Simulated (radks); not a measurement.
# B in [He] 2s2 2p1: an all-electron calculation

One table from this session's results is given with a row withheld; the runs are named, their logs left out.

Method: scalar-relativistic Kohn-Sham, exchange-only B88, spin-polarised, spherical densities, point nucleus; open shells are filled with parallel spins first. Code: radks (a radial shooting solver on a logarithmic mesh, Libxc functionals) version 1.

**The system**

| Quantity | Value |
| --- | --- |
| element | boron (Z = 5) |
| charge | 0 |
| electrons | 5 |
| configuration | [He] 2s2 2p1 |

Outer shells as boxes (Hund's rule):

B
```
[He] core
2s [↑↓]
2p [↑ ][  ][  ]
```

Set-up of the first run:

The run's settings:

```text
Z 5
configuration [He] 2s2 2p1
relativity scalar-relativistic
functional b88,
spin polarised
nucleus point
c 137.035999084
```

Command:

```bash
> python run_ks.py task.json out
```

The same process makes all the runs of this session.

One table of the session follows, with a row left open; its other results are not shown here.

Radial moments (bohr):

| level | <r> | outermost maximum (interpolated) | 90 % within |
| --- | --- | --- | --- |
| 1s up | 0.3297 | 0.210 | 0.593 |
| 1s down | 0.3289 | 0.210 | 0.592 |
| 2s up | 1.945 | 1.50 | 3.11 |
| 2s down | ? | ? | ? |
| 2p up | 2.295 | 1.55 | 3.97 |
| 2p down | 2.532 | 1.61 | 4.49 |

**Question.** Estimate the row for 2s down.

As computed: <r>: 1.996; outermost maximum (interpolated): 1.52; 90 % within: 3.22. In the column «<r>» it lies between 2s up (1.945) and 2p up (2.295).

Limits of these values: Open shells are spherical and high-spin; term and fine-structure splittings are not resolved.
